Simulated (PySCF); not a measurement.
# Aluminum trifluoride (AlF3): electronic excitations at several levels of theory, part 2 of 2

PySCF 2.14.0. Atoms count from 0. Earlier steps stand in the parts before.

### 10 Excited states and response: wB97X-D/def2-SVPD

What the job is given:

```
{"job": {"kind": "uv", "xc": "wB97X-D", "basis": "def2-SVPD", "ip": true}, "charge": 0, "multiplicity": 1}
F     -0.795061    -1.442628    -0.018345
Al     0.026694    -0.020086    -0.019376
F      1.669423    -0.019271    -0.017942
F     -0.797295     1.401095    -0.020517
```

Level: TDDFT wB97X-D/def2-SVPD, vertical, gas phase, core orbitals frozen in the response.

The program printed:

```text
coarse grid: 4888 points
cycle   1  E = -541.5991943220  dE = -3.709e-03  |g| = 8.689e-01  |ddm| = 2.121e+00
cycle   2  E = -541.5652463410  dE =  3.395e-02  |g| = 1.054e+00  |ddm| = 1.137e+00
cycle   3  E = -541.7326776908  dE = -1.674e-01  |g| = 3.152e-02  |ddm| = 5.539e-01
cycle   4  E = -541.7329154409  dE = -2.378e-04  |g| = 6.132e-03  |ddm| = 3.843e-02
cycle   5  E = -541.7329383826  dE = -2.294e-05  |g| = 1.052e-03  |ddm| = 1.364e-02
cycle   6  E = -541.7329392566  dE = -8.740e-07  |g| = 5.716e-04  |ddm| = 3.037e-03
final grid: 46704 points
cycle   7  E = -541.8044288050  dE = -4.646e-05  |g| = 1.142e-02  |ddm| = 6.732e-02
cycle   8  E = -541.8044227502  dE =  6.055e-06  |g| = 1.364e-02  |ddm| = 1.618e-02
cycle   9  E = -541.8044502014  dE = -2.745e-05  |g| = 3.182e-04  |ddm| = 6.577e-03
cycle  10  E = -541.8044502292  dE = -2.783e-08  |g| = 7.583e-05  |ddm| = 1.037e-03
cycle  11  E = -541.8044502305  dE = -1.265e-09  |g| = 2.952e-05  |ddm| = 9.257e-05
cycle  12  E = -541.8044502307  dE = -1.484e-10  |g| = 1.085e-05  |ddm| = 2.563e-05
converged SCF energy = -541.8044502307

Static polarisability (au): isotropic 20.213, principal 18.798 20.913 20.927

Singlet excitations
state   eV       nm        f      main configurations
  1   8.8019    140.9   0.00000   H->L 0.93
  2   9.2374    134.2   0.00000   H-1->L 0.93
  3   9.2400    134.2   0.00000   H-2->L 0.93
  4   9.5572    129.7   0.07708   H-3->L 0.78, H-4->L 0.13
  5   9.5578    129.7   0.07697   H-4->L 0.78, H-3->L 0.13
  6   9.8989    125.3   0.19038   H-5->L 0.93
  7  10.2720    120.7   0.00000   H->L+1 0.98
  8  10.5135    117.9   0.01948   H-6->L 0.80, H-1->L+1 0.14
  9  10.5154    117.9   0.01981   H-7->L 0.80, H-2->L+1 0.14
 10  10.9192    113.5   0.00000   H-3->L+1 0.90

Triplet excitations (Tamm-Dancoff, eV): 8.5863 9.0318 9.0346 9.2289
Vertical ionisation energy (delta-SCF) = 14.8197 eV
Vertical electron affinity (delta-SCF) = -0.0585 eV
```

It took 23 s on 1 thread of Intel Xeon Platinum 8259CL at 2.50GHz, shared host; peak memory 0.39 GiB.

In short: HOMO -13.90 eV, LUMO -0.02 eV; lowest singlet 8.80 eV.

### 11 Ultraviolet spectrum: LC-wPBE/def2-SVPD

What the job is given:

```
{"job": {"kind": "uv", "xc": "LC-wPBE", "basis": "def2-SVPD", "ip": true}, "charge": 0, "multiplicity": 1}
F     -0.795061    -1.442628    -0.018345
Al     0.026694    -0.020086    -0.019376
F      1.669423    -0.019271    -0.017942
F     -0.797295     1.401095    -0.020517
```

Level: TDDFT LC-wPBE/def2-SVPD, vertical, gas phase, core orbitals frozen in the response.

The program printed:

```text
coarse grid: 4888 points
cycle   1  E = -541.4238865972  dE = -4.078e-02  |g| = 8.488e-01  |ddm| = 2.137e+00
cycle   2  E = -541.4208906496  dE =  2.996e-03  |g| = 9.458e-01  |ddm| = 1.090e+00
cycle   3  E = -541.5541431129  dE = -1.333e-01  |g| = 3.845e-02  |ddm| = 4.931e-01
cycle   4  E = -541.5545449296  dE = -4.018e-04  |g| = 8.097e-03  |ddm| = 4.286e-02
cycle   5  E = -541.5545900966  dE = -4.517e-05  |g| = 1.441e-03  |ddm| = 1.852e-02
cycle   6  E = -541.5545917659  dE = -1.669e-06  |g| = 6.872e-04  |ddm| = 4.437e-03
final grid: 46704 points
cycle   7  E = -541.6518824682  dE = -2.850e-05  |g| = 1.281e-02  |ddm| = 2.495e-02
cycle   8  E = -541.6518799703  dE =  2.498e-06  |g| = 1.417e-02  |ddm| = 1.276e-02
cycle   9  E = -541.6519084773  dE = -2.851e-05  |g| = 2.560e-04  |ddm| = 6.839e-03
cycle  10  E = -541.6519084945  dE = -1.721e-08  |g| = 8.817e-05  |ddm| = 2.557e-04
cycle  11  E = -541.6519084965  dE = -1.984e-09  |g| = 1.583e-05  |ddm| = 1.294e-04
cycle  12  E = -541.6519084966  dE = -6.685e-11  |g| = 1.165e-05  |ddm| = 2.261e-05
converged SCF energy = -541.6519084966

Static polarisability (au): isotropic 20.348, principal 18.821 21.106 21.117

Singlet excitations
state   eV       nm        f      main configurations
  1   9.0017    137.7   0.00000   H->L 0.85, H->L+2 0.10
  2   9.4654    131.0   0.00000   H-1->L 0.85, H-1->L+2 0.10
  3   9.4675    131.0   0.00000   H-2->L 0.85, H-2->L+2 0.10
  4   9.7977    126.5   0.09166   H-3->L 0.82, H-3->L+2 0.09
  5   9.7991    126.5   0.09152   H-4->L 0.82, H-4->L+2 0.09
  6  10.2478    121.0   0.21593   H-5->L 0.85, H-5->L+2 0.10
  7  10.4852    118.2   0.00000   H->L+1 0.96
  8  10.7445    115.4   0.02045   H-6->L 0.73, H-1->L+1 0.11
  9  10.7460    115.4   0.02083   H-7->L 0.73, H-2->L+1 0.11
 10  11.1641    111.1   0.00000   H-3->L+1 0.95

Triplet excitations (Tamm-Dancoff, eV): 8.7107 9.1107 9.1125 9.3475
Vertical ionisation energy (delta-SCF) = 15.2608 eV
```

It took 31 s on 1 thread of Intel Xeon Platinum 8259CL at 2.50GHz, shared host; peak memory 0.39 GiB.

This run: HOMO -14.77 eV, LUMO 0.17 eV; lowest singlet 9.00 eV.

### 12 Ultraviolet spectrum: PBE0/6-31G*

What the job is given:

```
{"job": {"kind": "uv", "xc": "PBE0", "basis": "6-31G*"}, "charge": 0, "multiplicity": 1}
F     -0.795061    -1.442628    -0.018345
Al     0.026694    -0.020086    -0.019376
F      1.669423    -0.019271    -0.017942
F     -0.797295     1.401095    -0.020517
```

Level: TDDFT PBE0/6-31G*, vertical, gas phase, core orbitals frozen in the response.

The program printed:

```text
coarse grid: 4888 points
cycle   1  E = -541.5729011381  dE =  1.672e-01  |g| = 1.000e+00  |ddm| = 1.800e+00
cycle   2  E = -541.3665565187  dE =  2.063e-01  |g| = 1.527e+00  |ddm| = 1.481e+00
cycle   3  E = -541.7405763326  dE = -3.740e-01  |g| = 1.278e-02  |ddm| = 8.860e-01
cycle   4  E = -541.7406168805  dE = -4.055e-05  |g| = 2.378e-03  |ddm| = 1.673e-02
cycle   5  E = -541.7406175583  dE = -6.779e-07  |g| = 1.239e-03  |ddm| = 1.786e-03
final grid: 46704 points
cycle   6  E = -541.7465874387  dE = -1.684e-05  |g| = 5.048e-03  |ddm| = 1.023e-02
cycle   7  E = -541.7465832758  dE =  4.163e-06  |g| = 7.341e-03  |ddm| = 6.721e-03
cycle   8  E = -541.7465916833  dE = -8.408e-06  |g| = 1.752e-04  |ddm| = 3.903e-03
cycle   9  E = -541.7465916845  dE = -1.172e-09  |g| = 1.521e-04  |ddm| = 1.624e-04
cycle  10  E = -541.7465916881  dE = -3.615e-09  |g| = 2.215e-05  |ddm| = 8.871e-05
cycle  11  E = -541.7465916882  dE = -8.095e-11  |g| = 8.846e-07  |ddm| = 1.607e-05
converged SCF energy = -541.7465916882

Static polarisability (au): isotropic 15.257, principal 13.049 16.353 16.370

Singlet excitations
state   eV       nm        f      main configurations
  1   8.1427    152.3   0.00000   H->L 0.99
  2   8.5568    144.9   0.00000   H-1->L 0.99
  3   8.5598    144.8   0.00000   H-2->L 0.99
  4   8.9262    138.9   0.07388   H-4->L 0.59, H-3->L 0.37
  5   8.9264    138.9   0.07376   H-3->L 0.59, H-4->L 0.37
  6   9.3738    132.3   0.17503   H-5->L 0.99
  7   9.5361    130.0   0.00000   H->L+1 0.99
  8   9.8567    125.8   0.00737   H-6->L 0.78, H-1->L+1 0.21
  9   9.8593    125.8   0.00761   H-7->L 0.78, H-2->L+1 0.21
 10  10.1964    121.6   0.00000   H-3->L+1 0.98

Triplet excitations (Tamm-Dancoff, eV): 7.8816 8.2587 8.2613 8.5061
```

Wall time 2.9 s (1 thread of Intel Xeon Platinum 8259CL at 2.50GHz, shared host); peak memory 0.39 GiB.

In short: HOMO -11.17 eV, LUMO -1.27 eV; lowest singlet 8.14 eV.

### 13 TDDFT and polarisability: PBE0/def2-SVP

What the job is given:

```
{"job": {"kind": "uv", "xc": "PBE0", "basis": "def2-SVP"}, "charge": 0, "multiplicity": 1}
F     -0.795061    -1.442628    -0.018345
Al     0.026694    -0.020086    -0.019376
F      1.669423    -0.019271    -0.017942
F     -0.797295     1.401095    -0.020517
```

Level: TDDFT PBE0/def2-SVP, vertical, gas phase, core orbitals frozen in the response.

The program printed:

```text
coarse grid: 4888 points
cycle   1  E = -541.2199738664  dE =  1.345e-01  |g| = 9.825e-01  |ddm| = 2.149e+00
cycle   2  E = -541.0139568107  dE =  2.060e-01  |g| = 1.511e+00  |ddm| = 1.617e+00
cycle   3  E = -541.3862827143  dE = -3.723e-01  |g| = 1.312e-02  |ddm| = 9.755e-01
cycle   4  E = -541.3863170089  dE = -3.429e-05  |g| = 2.608e-03  |ddm| = 1.088e-02
cycle   5  E = -541.3863178422  dE = -8.332e-07  |g| = 9.143e-04  |ddm| = 1.659e-03
final grid: 46704 points
cycle   6  E = -541.4579314023  dE = -1.944e-05  |g| = 3.738e-03  |ddm| = 8.660e-03
cycle   7  E = -541.4579292415  dE =  2.161e-06  |g| = 5.314e-03  |ddm| = 5.205e-03
cycle   8  E = -541.4579337220  dE = -4.480e-06  |g| = 1.399e-04  |ddm| = 3.083e-03
cycle   9  E = -541.4579337234  dE = -1.459e-09  |g| = 9.819e-05  |ddm| = 1.281e-04
cycle  10  E = -541.4579337249  dE = -1.425e-09  |g| = 2.889e-05  |ddm| = 6.710e-05
cycle  11  E = -541.4579337250  dE = -1.354e-10  |g| = 9.335e-07  |ddm| = 2.165e-05
converged SCF energy = -541.4579337250

Static polarisability (au): isotropic 14.244, principal 11.886 15.414 15.433

Singlet excitations
state   eV       nm        f      main configurations
  1   8.2849    149.7   0.00000   H->L 0.99
  2   8.7147    142.3   0.00000   H-1->L 0.99
  3   8.7179    142.2   0.00000   H-2->L 0.99
  4   9.0783    136.6   0.07092   H-4->L 0.65, H-3->L 0.31
  5   9.0786    136.6   0.07078   H-3->L 0.65, H-4->L 0.31
  6   9.5128    130.3   0.18232   H-5->L 0.99
  7   9.6522    128.5   0.00000   H->L+1 1.00
  8   9.9734    124.3   0.00626   H-6->L 0.80, H-1->L+1 0.19
  9   9.9761    124.3   0.00649   H-7->L 0.80, H-2->L+1 0.19
 10  10.3256    120.1   0.00000   H-3->L+1 0.97

Triplet excitations (Tamm-Dancoff, eV): 8.0288 8.4198 8.4226 8.6670
```

Wall time 2.9 s (1 thread of Intel Xeon Platinum 8259CL at 2.50GHz, shared host); peak memory 0.39 GiB.

This run: HOMO -11.38 eV, LUMO -1.35 eV; lowest singlet 8.28 eV.

### 14 TDDFT and polarisability: PBE0/def2-TZVP

What the job is given:

```
{"job": {"kind": "uv", "xc": "PBE0", "basis": "def2-TZVP"}, "charge": 0, "multiplicity": 1}
F     -0.795061    -1.442628    -0.018345
Al     0.026694    -0.020086    -0.019376
F      1.669423    -0.019271    -0.017942
F     -0.797295     1.401095    -0.020517
```

With the program's defaults for keys left out, this is: TDDFT PBE0/def2-TZVP, vertical, gas phase, core orbitals frozen in the response.

The program printed:

```text
coarse grid: 4888 points
cycle   1  E = -541.7632178949  dE =  1.323e-01  |g| = 9.906e-01  |ddm| = 2.025e+00
cycle   2  E = -541.5201412400  dE =  2.431e-01  |g| = 1.651e+00  |ddm| = 1.181e+00
cycle   3  E = -541.9179378117  dE = -3.978e-01  |g| = 1.589e-02  |ddm| = 7.111e-01
cycle   4  E = -541.9179621900  dE = -2.438e-05  |g| = 7.841e-03  |ddm| = 1.570e-02
cycle   5  E = -541.9179683449  dE = -6.155e-06  |g| = 1.470e-03  |ddm| = 2.990e-03
final grid: 46704 points
cycle   6  E = -541.9316922848  dE = -5.000e-05  |g| = 4.053e-03  |ddm| = 1.351e-02
cycle   7  E = -541.9316900140  dE =  2.271e-06  |g| = 5.657e-03  |ddm| = 3.531e-03
cycle   8  E = -541.9316944211  dE = -4.407e-06  |g| = 4.062e-04  |ddm| = 2.210e-03
cycle   9  E = -541.9316944417  dE = -2.060e-08  |g| = 1.192e-04  |ddm| = 2.343e-04
cycle  10  E = -541.9316944432  dE = -1.499e-09  |g| = 5.829e-05  |ddm| = 6.088e-05
cycle  11  E = -541.9316944437  dE = -4.705e-10  |g| = 4.158e-06  |ddm| = 2.820e-05
converged SCF energy = -541.9316944437

Static polarisability (au): isotropic 18.211, principal 16.426 19.096 19.112

Singlet excitations
state   eV       nm        f      main configurations
  1   8.3713    148.1   0.00000   H->L 0.99
  2   8.8071    140.8   0.00000   H-1->L 0.99
  3   8.8103    140.7   0.00000   H-2->L 0.99
  4   9.1315    135.8   0.06647   H-4->L 0.61, H-3->L 0.36
  5   9.1318    135.8   0.06633   H-3->L 0.61, H-4->L 0.36
  6   9.5065    130.4   0.16428   H-5->L 0.99
  7   9.8530    125.8   0.00000   H->L+1 0.99
  8  10.0736    123.1   0.01902   H-6->L 0.82, H-1->L+1 0.16
  9  10.0762    123.0   0.01935   H-7->L 0.82, H-2->L+1 0.16
 10  10.4984    118.1   0.00000   H-3->L+1 0.74, H-4->L+1 0.25

Triplet excitations (Tamm-Dancoff, eV): 8.1294 8.5144 8.5171 8.7465
```

Wall time 6.5 s (1 thread of Intel Xeon Platinum 8259CL at 2.50GHz, shared host); peak memory 0.43 GiB.

This run: HOMO -11.71 eV, LUMO -1.58 eV; lowest singlet 8.37 eV.

### 15 Side by side: electronic excitations

Excitations and ground-state properties, with basis size and wall time:

```tsv
run	lowest singlet (eV)	brightest (eV)	f	gap (eV)	α (Å³)	μ (D)	functions	time
HF/def2-SVPD	11.36	12.43	0.253	18.00	2.44	0.01	93	3.7 s
LDA/def2-SVPD	7.29	8.46	0.125	7.19	3.34	0.01	93	20 s
PBE/def2-SVPD	7.26	8.41	0.128	7.18	3.36	0.01	93	32 s
B3LYP/def2-SVPD	8.14	9.33	0.148	9.46	3.08	0.01	93	21 s
PBE0/def2-SVPD	8.47	9.60	0.161	10.14	3.02	0.01	93	48 s
BHandHLYP/def2-SVPD	9.40	10.59	0.183	12.84	2.78	0.01	93	30 s
CAM-B3LYP/def2-SVPD	8.54	9.82	0.176	12.45	3.03	0.01	93	27 s
wB97X-D/def2-SVPD	8.80	9.90	0.190	13.88	3.00	0.01	93	23 s
LC-wPBE/def2-SVPD	9.00	10.25	0.216	14.94	3.02	0.01	93	31 s
PBE0/6-31G*	8.14	9.37	0.175	9.90	2.26	0.01	60	2.9 s
PBE0/def2-SVP	8.28	9.51	0.182	10.03	2.11	0.01	60	2.9 s
PBE0/def2-TZVP	8.37	9.51	0.164	10.13	2.70	0.01	130	6.5 s
```

Measured dipole: 0.00 D (gas; NIST CCCBDB Release 22 (SRD 101), experimental dipoles).

### 16 Results

The summary covers parts 1 to 2.

| quantity | value |
| --- | --- |
| point group | D3h |
| rotational constants (main isotopes) | 6.58, 6.56, 3.29 GHz |
| lowest singlet (HF/def2-SVPD) | 11.36 eV (109 nm), f = 0.000 |
| brightest single state of those computed | state 6, 12.43 eV, f = 0.253 |
| lowest triplet | 10.97 eV |
| vertical ionisation energy (ΔSCF) | 14.55 eV |
| range of the lowest singlet | 7.26 to 11.36 eV |

Single values in the summary come from the first run of each kind that ended normally (HF/def2-SVPD), which need not be the best level. The start was shaken at random, so part of the energy gained undoes that. Over 9 steps the energy fell by 0.128 eV; of the close pairs, Al1–F2 changed most, 1.588 to 1.643 Å. The first singlet state (HOMO→LUMO 0.68, HOMO→LUMO+2 0.18) lies at 11.36 eV and is dark; of the 10 states computed, the strongest absorption comes from state 6 at 12.43 eV. The lowest triplet lies 0.39 eV below the lowest singlet (triplets in Tamm-Dancoff, singlets in full TDDFT). ΔSCF puts the ionisation energy at 14.55 eV, 2.88 eV below −ε(HOMO). In this run the hole sits in HOMO−2, not in the HOMO; unless the two are degenerate, this need not be the first ionisation. The dipole moment, 0.01 D, compares with 0.00 D measured. The lowest singlet runs from 7.26 eV (PBE/def2-SVPD) to 11.36 eV (HF/def2-SVPD), while the orbital gap spans 7.18 to 18.00 eV. The lowest state need not be the same one in every run. The runs solved for a few states only, so the brightest column depends on that window.
